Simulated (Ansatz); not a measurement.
Below is the output of a Python script on Ansatz 0.2.0, Python API that makes a ladder of methods at one geometry of C₂H₈GeSi, SMILES C1[CH2][GeH2][SiH2]1. Write a script that gives it. Level of theory (for the species named): HSE06, def2-SVP basis, multiplicity 1. The script varies functional: hse06, b3lyp, r2scan0, blyp, hf.

| atom | x (Å) | y (Å) | z (Å) |
| --- | --- | --- | --- |
| C | -0.9396 | 0.1099 | -0.7128 |
| C | 0.3096 | 0.9714 | -0.6210 |
| Ge | 1.2553 | 0.0022 | 0.7545 |
| Si | -0.5776 | -1.1473 | 0.5573 |
| H | -1.1020 | -0.3059 | -1.7491 |
| H | -1.8753 | 0.7778 | -0.4477 |
| H | 0.1365 | 2.0184 | -0.2903 |
| H | 0.9173 | 0.9755 | -1.5825 |
| H | 1.3932 | 0.8112 | 2.1379 |
| H | 2.5212 | -0.7586 | 0.2364 |
| H | -0.4640 | -2.4898 | -0.0079 |
| H | -1.4976 | -1.0199 | 1.7593 |

```console
$ python run_methods.py
functional    E (Ha)        dipole (D)   HOMO (eV)  LUMO (eV)
hse06        -2446.563026     0.787      -6.881     -0.050
b3lyp        -2447.120328     0.757      -7.054      0.165
r2scan0      -2446.944494     0.762      -7.446      0.462
blyp         -2447.031830     0.826      -5.970     -0.334
hf           -2444.212945     0.576      -9.893      3.494
```

The script that was run (others could print the same):

`run_methods.py`:
```python
from pathlib import Path

import ansatz as az
import numpy as np


def main() -> None:
    c2h8gesi = (
        az.Crystal.molecule()
        .atom('C', [-0.9396, 0.1099, -0.7128])
        .atom('C', [0.3096, 0.9714, -0.621])
        .atom('Ge', [1.2553, 0.0022, 0.7545])
        .atom('Si', [-0.5776, -1.1473, 0.5573])
        .atom('H', [-1.102, -0.3059, -1.7491])
        .atom('H', [-1.8753, 0.7778, -0.4477])
        .atom('H', [0.1365, 2.0184, -0.2903])
        .atom('H', [0.9173, 0.9755, -1.5825])
        .atom('H', [1.3932, 0.8112, 2.1379])
        .atom('H', [2.5212, -0.7586, 0.2364])
        .atom('H', [-0.464, -2.4898, -0.0079])
        .atom('H', [-1.4976, -1.0199, 1.7593])
    )

    model = c2h8gesi.calculation().basis(gaussian='def2-SVP')

    print('functional    E (Ha)        dipole (D)   HOMO (eV)  LUMO (eV)')
    for name in ['hse06', 'b3lyp', 'r2scan0', 'blyp', 'hf']:
        r = model.functional(name).forces().orbitals().run(threads=1, runs_dir='runs').report
        lines = Path(r['orbitals_path']).read_text().splitlines()
        field_of = lambda key: [line.split('=')[1].strip() for line in lines if line.startswith(key)]
        orbitals = [(27.211386 * float(e), s, float(n)) for e, s, n in zip(field_of('Ene='), field_of('Spin='), field_of('Occup='))]
        homo = max(e for e, _, n in orbitals if n > 0.5)
        lumo = min(e for e, _, n in orbitals if n < 0.5)
        dipole = 4.803205 * np.linalg.norm(r['charge_distribution']['dipole_moment_e_ang'])
        print(f'{name:10s} {r["free_energy_ev"] / 27.211386246:14.6f} {dipole:9.3f} {homo:11.3f} {lumo:10.3f}')


if __name__ == '__main__':
    main()
```

The settings weren't tested for convergence. The geometry is a force-field or estimated start, not a minimum of this method, and the basis set is short of its limit. A lower total doesn't mark the better method: functionals have no common bound, and MP2 and coupled cluster aren't variational. b3lyp holds the VWN-RPA fit, as in Gaussian; the form of ORCA and Turbomole is b3lyp5. Levels such as HOMO and LUMO are orbital energies: with these approximate functionals they aren't the ionisation energy and electron affinity, and their gap isn't the fundamental gap. hse06 follows the composition of plane-wave codes, whose totals differ by tens of mHa, up to about 0.1 Ha, from the form usual in Gaussian-basis programs (wpbeh). Timing: 28 s on 1 thread of Arm Neoverse V2, with other jobs on the host, peak memory 0.37 GiB.

(Lines on the test bed's own set-up are left out of the output.)
